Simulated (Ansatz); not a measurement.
# C4H6Cl2Si: geometry and vibrations

What shape does C4H6Cl2Si take? The plan is to relax it, check the end point by its vibrations and derive ideal-gas thermochemistry, and look at its orbitals and charge.

Method: RKS PBE0-D4/def2-TZVP; program: Ansatz 0.2.0, Gaussian basis.

Plan: relaxation at PBE-D4/def2-SVP; relaxation at PBE0-D4/def2-TZVP; harmonic vibrations at the same level; a single point in def2-TZVPP for the fields.

## Step 1: The starting structure

SMILES `C=C[Si](Cl)(Cl)C=C`, 13 atoms, charge 0, spin multiplicity 1.

Atoms are counted from 1 here; the program's logs count them from 0.

Bond lengths: C1–C2 1.401 Å, C1–H8 1.041 Å, C1–H9 1.124 Å, C2–Si3 1.826 Å, C2–H10 1.098 Å, Si3–Cl4 1.951 Å, Si3–Cl5 2.057 Å, Si3–C6 1.787 Å, C6–C7 1.340 Å, C6–H11 1.061 Å, C7–H12 1.102 Å, C7–H13 1.088 Å. Angles: C2–C1–H8 121.6°, C2–C1–H9 115.8°, H8–C1–H9 122.7°, C1–C2–Si3 127.4°, C1–C2–H10 118.3°, Si3–C2–H10 114.3°, C2–Si3–Cl4 108.2°, C2–Si3–Cl5 106.0°, C2–Si3–C6 119.2°, Cl4–Si3–Cl5 107.2°, Cl4–Si3–C6 109.4°, Cl5–Si3–C6 106.2°, Si3–C6–C7 127.7°, Si3–C6–H11 114.9°, C7–C6–H11 117.4°, C6–C7–H12 122.1°, C6–C7–H13 121.5°, H12–C7–H13 116.1°.

Coordinates:

```xyz
13
charge 0, multiplicity 1
C     0.8676   -0.0412    1.9945
C     0.2062    0.9370    1.2397
Si   -0.0087    0.9818   -0.5726
Cl   -1.5016    2.1701   -0.9786
Cl    1.6922    1.8610   -1.3236
C    -0.2131   -0.5528   -1.4647
C    -0.8603   -1.6553   -1.0618
H     1.3274   -0.8593    1.5432
H     0.8711    0.1192    3.1065
H    -0.2276    1.7962    1.7678
H     0.2438   -0.5774   -2.4222
H    -1.3677   -1.7124   -0.0851
H    -1.0089   -2.5016   -1.7284
```

The start is a force-field geometry with small random shifts, so a cheaper pass at PBE-D4/def2-SVP comes first.

## Step 2: Optimising with PBE-D4/def2-SVP (cheap first pass)

Input file in.yaml:

```yaml
crystal:
  periodic: [false, false, false]
  atoms:
    - {symbol: C, position_ang: [0.867600, -0.041200, 1.994500]}
    - {symbol: C, position_ang: [0.206200, 0.937000, 1.239700]}
    - {symbol: Si, position_ang: [-0.008700, 0.981800, -0.572600]}
    - {symbol: Cl, position_ang: [-1.501600, 2.170100, -0.978600]}
    - {symbol: Cl, position_ang: [1.692200, 1.861000, -1.323600]}
    - {symbol: C, position_ang: [-0.213100, -0.552800, -1.464700]}
    - {symbol: C, position_ang: [-0.860300, -1.655300, -1.061800]}
    - {symbol: H, position_ang: [1.327400, -0.859300, 1.543200]}
    - {symbol: H, position_ang: [0.871100, 0.119200, 3.106500]}
    - {symbol: H, position_ang: [-0.227600, 1.796200, 1.767800]}
    - {symbol: H, position_ang: [0.243800, -0.577400, -2.422200]}
    - {symbol: H, position_ang: [-1.367700, -1.712400, -0.085100]}
    - {symbol: H, position_ang: [-1.008900, -2.501600, -1.728400]}
basis:
  gaussian: {orbitals: def2-SVP}
hamiltonian: {xc: pbe, dispersion: d4}
relax: {f_tol: 0.03, max_steps: 200}
```

Started as:

```console
> ansatz run in.yaml --threads 4 --pin off --events-out ev --progress --plain --max-ram 11315MiB
```

The program printed, shortened:

```text
Functional definition: PBE
  name "PBE"
  cite "Perdew, Burke & Ernzerhof, Phys. Rev. Lett. 77, 3865 (1996) doi:10.1103/PhysRevLett.77.3865"
  parent pbe
[...]
1566 factors; their error is unknown
[...]
mean field -37136.39896954 eV, -1364.7374901754 hartree, gradient 3.2e-5 eV, S^2 0.000000; 0 other end points of the search recorded, 0 dependent functions left out
[...]
reference -37136.39900674 eV, -1364.7374915422 hartree; 39, 39 occupied and 101, 101 virtual orbitals, 1566 factors
relax step   1: F+E_penalty+E_count = -37136.82941211 eV  Δ(F+E_penalty+E_count) = +0.000e0 eV  max|allowed force component| = 4.161e0 eV/Å  Δτ_max = 0.0000 Å  (31 SCF iters, accepted)
[...]
relax step   7: F+E_penalty+E_count = -37137.41039777 eV  Δ(F+E_penalty+E_count) = -8.019e-4 eV  max|allowed force component| = 1.128e-1 eV/Å  Δτ_max = 0.0198 Å  (31 SCF iters, accepted)
[...]
relax step   8: F+E_penalty+E_count = -37137.41167237 eV  Δ(F+E_penalty+E_count) = -1.275e-3 eV  max|allowed force component| = 1.329e-2 eV/Å  Δτ_max = 0.0222 Å  (31 SCF iters, accepted)
1566 factors; their error is unknown
mean field -37136.98563828 eV, -1364.7590498538 hartree, gradient 2.4e-5 eV, S^2 0.000000; 1 other end points of the search recorded, 0 dependent functions left out
[...]
reference -37136.98567583 eV, -1364.7590512338 hartree; 39, 39 occupied and 101, 101 virtual orbitals, 1566 factors
Total energy: -37137.41170993 eV, -1364.7747076980 hartree
Atom 0 at     0.706605    -0.095825     1.898323 Å, force     0.000953    -0.002534     0.002464 eV/Å
Atom 1 at     0.164445     0.955596     1.250666 Å, force    -0.002447    -0.007316    -0.009219 eV/Å
Atom 2 at     0.044036     1.079173    -0.608164 Å, force     0.000399    -0.011223     0.007891 eV/Å
Atom 3 at    -1.531224     2.368924    -1.059224 Å, force    -0.006829     0.003790    -0.001353 eV/Å
Atom 4 at     1.778679     1.948202    -1.373968 Å, force     0.007175     0.006369    -0.005186 eV/Å
Atom 5 at    -0.203353    -0.547480    -1.487749 Å, force    -0.001130    -0.000947     0.000816 eV/Å
Atom 6 at    -0.747025    -1.640880    -0.915068 Å, force     0.003695     0.013287     0.006521 eV/Å
Atom 7 at     1.107424    -0.971869     1.359941 Å, force     0.000369    -0.000248    -0.002200 eV/Å
Atom 8 at     0.783078    -0.125398     2.999192 Å, force    -0.005316     0.002382    -0.003840 eV/Å
Atom 9 at    -0.215044     1.812098     1.837637 Å, force     0.003128    -0.000695    -0.000085 eV/Å
Atom 10 at     0.103106    -0.591382    -2.549496 Å, force    -0.002930    -0.006187     0.008682 eV/Å
Atom 11 at    -1.075977    -1.645628     0.138252 Å, force     0.000081    -0.000788     0.000586 eV/Å
Atom 12 at    -0.894348    -2.580231    -1.475642 Å, force     0.002850     0.004111    -0.005077 eV/Å
Dipole moment:    -0.027776    -0.479639     0.273471 e Å
```

Run time: 14 s. Hardware: 4 threads of Arm Neoverse V2, shared host.

Relaxation path:

```tsv
step	energy from step 1 (eV)	largest force component (eV/Å)
1	0.0000	4.1612
2	-0.4605	1.3768
3	-0.5327	0.3966
4	-0.5683	0.2219
5	-0.5717	0.2048
6	-0.5802	0.0848
7	-0.5810	0.1128
8	-0.5823	0.0133
```

Distances of close pairs at the start and the end, largest changes first:

```tsv
bond	before (Å)	after (Å)	change (Å)
Si3–Cl4	1.951	2.085	+0.134
Si3–C6	1.787	1.866	+0.079
C1–H8	1.041	1.104	+0.062
C1–C2	1.401	1.349	-0.053
C6–H11	1.061	1.106	+0.045
C2–Si3	1.826	1.867	+0.041
Si3–Cl5	2.057	2.086	+0.029
C1–H9	1.124	1.104	-0.020
```

## Step 3: Optimising with PBE0-D4/def2-TZVP

Input file in.yaml:

```yaml
crystal:
  periodic: [false, false, false]
  atoms:
    - {symbol: C, position_ang: [0.706605, -0.095825, 1.898323]}
    - {symbol: C, position_ang: [0.164445, 0.955596, 1.250666]}
    - {symbol: Si, position_ang: [0.044036, 1.079173, -0.608164]}
    - {symbol: Cl, position_ang: [-1.531224, 2.368924, -1.059224]}
    - {symbol: Cl, position_ang: [1.778679, 1.948202, -1.373968]}
    - {symbol: C, position_ang: [-0.203353, -0.547480, -1.487749]}
    - {symbol: C, position_ang: [-0.747025, -1.640880, -0.915068]}
    - {symbol: H, position_ang: [1.107424, -0.971869, 1.359941]}
    - {symbol: H, position_ang: [0.783078, -0.125398, 2.999192]}
    - {symbol: H, position_ang: [-0.215044, 1.812098, 1.837637]}
    - {symbol: H, position_ang: [0.103106, -0.591382, -2.549496]}
    - {symbol: H, position_ang: [-1.075977, -1.645628, 0.138252]}
    - {symbol: H, position_ang: [-0.894348, -2.580231, -1.475642]}
basis:
  gaussian: {orbitals: def2-TZVP}
hamiltonian: {xc: pbe0, dispersion: d4}
relax: {f_tol: 0.005, max_steps: 150}
```

The command is unchanged.

The program printed, shortened:

```text
Functional definition: PBE0
  name "PBE0"
  cite "Adamo & Barone, J. Chem. Phys. 110, 6158 (1999) doi:10.1063/1.478522"
  cite "Perdew, Burke & Ernzerhof, Phys. Rev. Lett. 77, 3865 (1996) doi:10.1103/PhysRevLett.77.3865"
  parent pbe
[...]
1788 factors; their error is unknown
[...]
mean field -37156.48110962 eV, -1365.4754952112 hartree, gradient 2.7e-5 eV, S^2 0.000000; 0 other end points of the search recorded, 0 dependent functions left out
[...]
reference -37156.48114474 eV, -1365.4754965017 hartree; 39, 39 occupied and 232, 232 virtual orbitals, 1788 factors
relax step   1: F+E_penalty+E_count = -37156.84961302 eV  Δ(F+E_penalty+E_count) = +0.000e0 eV  max|allowed force component| = 6.018e-1 eV/Å  Δτ_max = 0.0000 Å  (30 SCF iters, accepted)
[...]
Atom 3 at    -1.509636     2.335313    -1.047983 Å, force    -0.000264    -0.000878    -0.000504 eV/Å
Atom 4 at     1.751761     1.930755    -1.355183 Å, force    -0.000462     0.000975     0.000658 eV/Å
Atom 5 at    -0.195722    -0.544106    -1.470317 Å, force     0.002190     0.002705    -0.001158 eV/Å
Atom 6 at    -0.742990    -1.614064    -0.900797 Å, force     0.000210     0.000694     0.000200 eV/Å
Atom 7 at     1.104938    -0.949210     1.333597 Å, force     0.001401    -0.000524    -0.000441 eV/Å
Atom 8 at     0.774333    -0.131834     2.952530 Å, force     0.000814    -0.000694     0.001521 eV/Å
Atom 9 at    -0.222053     1.775448     1.823731 Å, force     0.000979     0.000039     0.001823 eV/Å
Atom 10 at     0.115310    -0.602731    -2.511513 Å, force    -0.000115    -0.002230    -0.000571 eV/Å
Atom 11 at    -1.075941    -1.608151     0.132587 Å, force    -0.001342    -0.000044     0.000747 eV/Å
Atom 12 at    -0.887391    -2.542079    -1.446351 Å, force    -0.001086    -0.000983    -0.000234 eV/Å
Dipole moment:    -0.028744    -0.500567     0.284297 e Å
```

Wall time 50 s (4 threads of Arm Neoverse V2, shared host); peak memory 1.1 GiB.

Relaxation path:

```tsv
step	energy from step 1 (eV)	largest force component (eV/Å)
1	0.0000	0.6018
2	-0.0769	0.1585
3	-0.0804	0.0793
4	-0.0810	0.0479
5	-0.0814	0.0120
6	-0.0814	0.0074
7	-0.0814	0.0027
```

Distances of close pairs at the start and the end, largest changes first:

```tsv
bond	before (Å)	after (Å)	change (Å)
Si3–Cl5	2.086	2.055	-0.031
Si3–Cl4	2.085	2.055	-0.031
C2–Si3	1.867	1.848	-0.019
Si3–C6	1.866	1.847	-0.019
C6–C7	1.349	1.330	-0.019
C1–C2	1.349	1.330	-0.019
C7–H12	1.104	1.086	-0.018
C1–H9	1.104	1.086	-0.018
```

Mulliken charges of the relaxed molecule (report file):

C1 -0.25; C2 -0.26; Si3 0.63; Cl4 -0.23; Cl5 -0.23; C6 -0.26; C7 -0.25; H8 0.15; H9 0.14; H10 0.14; H11 0.13; H12 0.15; H13 0.14

## Step 4: Force constants and modes

Input file in.yaml:

```yaml
crystal:
  periodic: [false, false, false]
  atoms:
    - {symbol: C, position_ang: [0.702457, -0.094714, 1.869407]}
    - {symbol: C, position_ang: [0.160175, 0.942367, 1.237536]}
    - {symbol: Si, position_ang: [0.045160, 1.068306, -0.602546]}
    - {symbol: Cl, position_ang: [-1.509636, 2.335313, -1.047983]}
    - {symbol: Cl, position_ang: [1.751761, 1.930755, -1.355183]}
    - {symbol: C, position_ang: [-0.195722, -0.544106, -1.470317]}
    - {symbol: C, position_ang: [-0.742990, -1.614064, -0.900797]}
    - {symbol: H, position_ang: [1.104938, -0.949210, 1.333597]}
    - {symbol: H, position_ang: [0.774333, -0.131834, 2.952530]}
    - {symbol: H, position_ang: [-0.222053, 1.775448, 1.823731]}
    - {symbol: H, position_ang: [0.115310, -0.602731, -2.511513]}
    - {symbol: H, position_ang: [-1.075941, -1.608151, 0.132587]}
    - {symbol: H, position_ang: [-0.887391, -2.542079, -1.446351]}
basis:
  gaussian: {orbitals: def2-TZVP}
hamiltonian: {xc: pbe0, dispersion: d4}
phonons: {temperatures: {t_min: 298.15, t_max: 900, t_step: 200}}
```

The command is unchanged.

The program printed, shortened:

```text
Functional definition: PBE0
  name "PBE0"
  cite "Adamo & Barone, J. Chem. Phys. 110, 6158 (1999) doi:10.1063/1.478522"
  cite "Perdew, Burke & Ernzerhof, Phys. Rev. Lett. 77, 3865 (1996) doi:10.1103/PhysRevLett.77.3865"
  parent pbe
[...]
1788 factors; their error is unknown
[...]
mean field -37156.55730458 eV, -1365.4782953243 hartree, gradient 5.3e-5 eV, S^2 0.000000; 0 other end points of the search recorded, 0 dependent functions left out
[...]
reference -37156.55733931 eV, -1365.4782966005 hartree; 39, 39 occupied and 232, 232 virtual orbitals, 1788 factors
[...]
1788 factors; their error is unknown
mean field -37156.55723383 eV, -1365.4782927241 hartree, gradient 3.0e-6 eV, S^2 0.000000; 0 other end points of the search recorded, 0 dependent functions left out
[...]
reference -37156.55726855 eV, -1365.4782940003 hartree; 39, 39 occupied and 232, 232 virtual orbitals, 1788 factors
[...]
Atom 6 at    -0.742990    -1.614064    -0.900797 Å, force     0.000253     0.000744     0.000188 eV/Å
Atom 7 at     1.104938    -0.949210     1.333597 Å, force     0.001414    -0.000528    -0.000429 eV/Å
Atom 8 at     0.774333    -0.131834     2.952530 Å, force     0.000813    -0.000691     0.001517 eV/Å
Atom 9 at    -0.222053     1.775448     1.823731 Å, force     0.000989     0.000020     0.001812 eV/Å
Atom 10 at     0.115310    -0.602731    -2.511513 Å, force    -0.000109    -0.002237    -0.000594 eV/Å
Atom 11 at    -1.075941    -1.608151     0.132587 Å, force    -0.001392    -0.000088     0.000716 eV/Å
Atom 12 at    -0.887391    -2.542079    -1.446351 Å, force    -0.001084    -0.000977    -0.000228 eV/Å
Dipole moment:    -0.028744    -0.500566     0.284296 e Å
Vibrations: 20.63 95.70 132.42 166.07 175.35 179.72 204.05 293.38 364.10 500.34 508.31 549.72 617.21 676.37 768.64 1011.05 1017.68 1018.70 1025.36 1044.11 1044.72 1286.20 1293.06 1440.39 1445.48 1670.87 1672.01 3137.61 3138.51 3155.17 3157.13 3221.90 3224.54 cm⁻¹, zero-point energy 2.433592 eV
```

Run time: 6.1 min. Hardware: 4 threads of Arm Neoverse V2, shared host; peak memory 1.1 GiB.

Motions are named by where the mode's potential energy lies. Wavenumbers, unscaled:

```tsv
mode	cm⁻¹	motion
1	21	torsion
2	96	torsion with bend
3	132	bend
4	166	bend with torsion
5	175	torsion with bend
6	180	torsion with bend
7	204	bend with torsion
8	293	bend
9	364	bend with Si–Cl stretch
10	500	Si–Cl stretch with torsion
11	508	Si–Cl stretch with torsion
12	550	torsion with bend
13	617	Si–Cl stretch with wag or twist
14	676	Si–C stretch
15	769	Si–C stretch
16	1011	wag or twist with out-of-plane bend
17	1018	bend
18	1019	wag or twist with out-of-plane bend
19	1025	bend
20	1044	wag or twist
21	1045	wag or twist
22	1286	bend
23	1293	bend
24	1440	bend
25	1445	bend
26	1671	C–C stretch
27	1672	C–C stretch
28	3138	C–H stretch
29	3139	C–H stretch
30	3155	C–H stretch
31	3157	C–H stretch
32	3222	C–H stretch
33	3225	C–H stretch
```

From these modes and the moments of inertia (298.15 K, 1 bar, symmetry number 1):

```tsv
term	value
zero-point energy	56.1 kcal/mol
H(298) − E	62.7 kcal/mol
entropy, translation	171.6 J/(mol K)
entropy, rotation	123.8 J/(mol K)
entropy, vibration	118.4 J/(mol K)
entropy, total	413.8 J/(mol K)
```

## Step 5: Orbitals, density and potential

in.yaml, as its differences from that of step 4:

```diff
@@ -17,4 +17,4 @@
 basis:
-  gaussian: {orbitals: def2-TZVP}
+  gaussian: {orbitals: def2-TZVPP}
 hamiltonian: {xc: pbe0, dispersion: d4}
-phonons: {temperatures: {t_min: 298.15, t_max: 900, t_step: 200}}
+output: {orbitals: {seedname: orbitals}}
```

The command is unchanged.

The program printed:

```text
Functional definition: PBE0
  name "PBE0"
  cite "Adamo & Barone, J. Chem. Phys. 110, 6158 (1999) doi:10.1063/1.478522"
  cite "Perdew, Burke & Ernzerhof, Phys. Rev. Lett. 77, 3865 (1996) doi:10.1103/PhysRevLett.77.3865"
  parent pbe
  parameter a = 0.25
  parameter kappa = 0.804
  parameter beta = 0.06672455060314922
  exchange = (1 - a)*pbe_x(kappa = kappa, mu = beta*pi^2/3) + a*exact_x
  correlation = pbe_c(beta = beta)
2015 factors; their error is unknown
mean field evaluation 1: about -37146.4903 eV, gradient 6.5e1 eV
mean field evaluation 2: about -37142.6484 eV, gradient 7.3e1 eV
mean field evaluation 4: about -37156.5228 eV, gradient 3.1e0 eV
mean field evaluation 8: about -37156.5397 eV, gradient 8.9e-2 eV
mean field evaluation 16: about -37156.6199 eV, gradient 1.5e-4 eV
mean field -37156.61994217 eV, -1365.4805972133 hartree, gradient 3.9e-5 eV, S^2 0.000000; 0 other end points of the search recorded, 0 dependent functions left out
reference -37156.61997758 eV, -1365.4805985143 hartree; 39, 39 occupied and 295, 295 virtual orbitals, 2015 factors
Total energy: -37156.99370309 eV, -1365.4943326735 hartree
```

Wall time 6 s (4 threads of Arm Neoverse V2, shared host); peak memory 1.4 GiB.

Orbitals, density, ELF and potential are computed afterwards from the orbital file.

Frontier orbitals at PBE0-D4/def2-TZVPP, with the share of their density that lies nearest to each atom:

```tsv
orbital	energy (eV)	lies on
HOMO	-8.35	C6, C7 about 18 % each; C1, C2 about 14 % each; Cl4, Cl5 about 11 % each
LUMO	-1.10	C1, C2 about 21 % each; Si3 13 %; C7 8 %
```

ELF in a plane through or near 6 of the atoms.

Ten even steps from ' ' (0.00) to '@' (1.00):
```
                                                        
                                                        
                                                        
                                                        
                          ..                            
                        ..::::..                        
                      ....  ........                    
        ..--****++==****..****..##**========..          
        ..==##%%##**%%@@--==++==@@%%******++..          
          ..==##**::::##%%----%%**::..**++::            
              --**####**--    --**%%%%**--..            
        ..--****++--++**::    ::**==..++%%%%**==        
      ..##@@@@@@@@--++##++    ==**++--@@@@@@@@%%::      
      ..%%@@@@@@@@**++**++    --++==++%%@@@@@@%%::      
        ==##@@%%**....::..      ......==##%%##==        
          ..----..                      ..::..          
                                                        
                                                        
                                                        
                                                        
```
The map spans 10.5 Å across and 10.2 Å up, centred on the molecule. Atoms in the plane (x, y in Å): C1 (1.7, -0.9), C2 (1.5, 0.3), Si3 (0.0, 1.2), C6 (-1.6, 0.2), H9 (2.7, -1.5), H13 (-2.6, -1.6).

On the surface of density 0.002 e/bohr³ the electrostatic potential runs, from the 1st to the 99th percentile, from -0.58 V near Cl4 to 1.09 V near H13.

## Step 6: What came out

| quantity | value |
| --- | --- |
| point group | C1 |
| steps | 8 + 7 |
| shift from the start (rms) | 0.216 Å |
| total energy | -37156.9311 eV |
| dispersion term | -374 meV |
| dipole moment | 2.77 D |
| lowest, highest wavenumber | 21, 3225 cm⁻¹ |
| zero-point energy | 56.1 kcal/mol |
| entropy at 298.15 K | 413.8 J/(mol K) |
| HOMO, LUMO | -8.35, -1.10 eV |

**Reading.** The atoms moved 0.22 Å (rms) from the start; the bond that changed most is Si3–Cl4, from 1.951 to 2.055 Å. No mode is imaginary: a true minimum at this level. The stiffest mode, 3225 cm⁻¹, is a C–H stretch, and 6 modes under 200 cm⁻¹ make the vibrational entropy uncertain. Harmonic hybrid wavenumbers usually lie a few per cent above measured fundamentals. The largest Mulliken charge, +0.63 e, sits on Si3. The HOMO lies mostly on C6, C7 about 18 % each; C1, C2 about 14 % each and the LUMO on C1, C2 about 21 % each; Si3 13 %.
